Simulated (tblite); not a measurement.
# C5H9O2PS: the cost of one run

Computed with tblite 0.8.0 and PySCF 2.14.0, with density-fitted response routines of our own, on a single molecule, in the gas phase or a continuum. Atoms are numbered from 0 throughout.

### Step 1. Starting geometry

18 atoms, charge 0, multiplicity 1; geometry from: force field or distance geometry start.

Bonds of the start (Å): C0–O1 1.43, O1–C2 1.35, C2–C3 1.34, C3–C4 1.46, C3–P5 1.69, P5–S6 1.93, P5–C7 1.78, C7–O8 1.43, P5–C2 1.78, C0–H9 1.09, C0–H10 1.09, C0–H11 1.10, C4–H12 1.10, C4–H13 1.10, C4–H14 1.09, C7–H15 1.08, C7–H16 1.09, O8–H17 0.98.

### Step 2. Relaxing the molecule with GFN2-xTB

What the job is given:

```
{"job": {"kind": "relax", "xc": "GFN2-xTB", "basis": "xTB"}, "charge": 0, "multiplicity": 1}
C      2.575000    -1.085900    -0.135000
O      1.651000    -0.325500     0.649000
C      0.507200    -0.143900    -0.045600
C     -0.067600     1.063600    -0.152300
C      0.390400     2.385200     0.271100
P     -1.185900    -0.020400     0.503500
S     -1.585500    -0.449200     2.347400
C     -1.969100    -0.946400    -0.801700
O     -3.371600    -1.040200    -0.523700
H      3.477600    -1.231300     0.451000
H      2.822800    -0.545000    -1.053400
H      2.148200    -2.071300    -0.374600
H     -0.315800     2.835800     0.983500
H      0.459900     3.043500    -0.611200
H      1.374500     2.366000     0.739000
H     -1.866300    -0.461800    -1.766100
H     -1.578100    -1.965500    -0.872700
H     -3.475500    -1.401500     0.380100
```

Run with:

```
$ OMP_NUM_THREADS=1 python probes_run.py task.json out
```

This one command runs all jobs of the session in turn.

Q: Estimate the wall time and peak memory of this first job on 1 thread of Intel Xeon 6975P-C, shared host.

About 1.1 s, with a peak of 0.18 GiB.
